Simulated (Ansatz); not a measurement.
LaTeCl, space group P4/nmm: an equation of state with a fit, run with the Python package of Ansatz (0.2.0).

`latecl_eos.py`:
```python
import warnings

import ansatz as az
import numpy as np

vectors0 = np.array([
    [4.55521, 0.0, 0.0],
    [0.0, 4.55521, 0.0],
    [0.0, 0.0, 8.320115],
])
sites = [
    ('La', (0.0, 0.5, 0.759102)),
    ('La', (0.5, 0.0, 0.240898)),
    ('Te', (0.0, 0.5, 0.361931)),
    ('Te', (0.5, 0.0, 0.638069)),
    ('Cl', (0.0, 0.0, 0.0)),
    ('Cl', (0.5, 0.5, 0.0)),
]


def crystal_on(cell):
    crystal = az.Crystal(lattice=az.Lattice.of(cell))
    for symbol, position in sites:
        crystal = crystal.atom(symbol, position)
    return crystal


def main() -> None:
    warnings.simplefilter('ignore', az.DeckWarning)

    volumes, energies, pressures = [], [], []
    for scale in np.linspace(0.94, 1.06, 7):
        cell = vectors0 * scale ** (1 / 3)
        calc = (
            crystal_on(cell).calculation()
            .occupations('Fixed')
            .basis(530)
            .functional('pbesol')
            .scf(algorithm='direct_min')
            .kpoints(4, 4, 3)
            .stress()
        )
        data = calc.run(threads=1, backend='cpu').report
        volumes.append(abs(np.linalg.det(cell)) / len(sites))
        energies.append(data['free_energy_ev'] / len(sites))
        pressures.append(np.trace(data['stress_gpa']) / 3)
        print(f'V = {volumes[-1]:8.4f} A^3/atom  F = {energies[-1]:.5f} eV/atom  P = {pressures[-1]:8.3f} GPa')

    x = np.array(volumes) ** (-2 / 3)
    poly = np.polynomial.Polynomial.fit(x, energies, 3).convert()
    roots = poly.deriv().roots()
    x0 = min((r.real for r in roots if abs(r.imag) < 1e-9 and poly.deriv(2)(r.real) > 0), key=lambda r: abs(r - x.mean()))
    v0 = x0 ** -1.5
    b0 = 4 / 9 * poly.deriv(2)(x0) * v0 ** (-7 / 3) * 160.21766
    b1 = 4 + 2 / 3 * x0 * poly.deriv(3)(x0) / poly.deriv(2)(x0)
    print(f'V0 = {v0:.4f} A^3/atom, B0 = {b0:.1f} GPa, dB/dP = {b1:.2f}')


if __name__ == '__main__':
    main()
```

From its runs, with one value withheld:

| V (Å³/atom) | F less the lowest row shown (meV/atom) |
| --- | --- |
| 27.047 | 0.79 |
| 27.623 | 0.00 |
| 28.198 | 3.75 |
| 28.774 | ? |
| 29.349 | 23.00 |
| 29.925 | 37.66 |
| 30.500 | 55.20 |

What is the missing energy at 28.774 Å³ an atom?

A third-order Birch-Murnaghan fit, E = E0 + (9 V0 B0 / 16) [(t - 1)³ B' + (t - 1)² (6 - 4t)] with t = (V0/V)^(2/3), through the 6 rows shown gives V0 = 27.428 Å³, B0 = 62.6 GPa, B' = 4.45 and E0 = -0.27 meV. At V = 28.774 Å³, t = 0.96857, and the fit interpolates to 11.56 meV. The run gave 11.56 meV, a miss of 0.00 meV.

What to keep in mind:
- These settings explore the input space; cutoff and mesh may be short of convergence.
- Shape and fractional positions are held along the curve, so the bulk modulus is an upper value where they are free to relax, by a factor of two or more in layered or hydrogen-bonded cells.
- For a gap this small the mesh is coarse, and bands can meet between its points.
- Pressure is positive in compression.
- This cell is a computed structure, which may not be the phase found in nature.
- It ran for 4.5 min on 1 thread of Arm Neoverse V1, with other jobs on the host, peak memory 0.69 GiB.
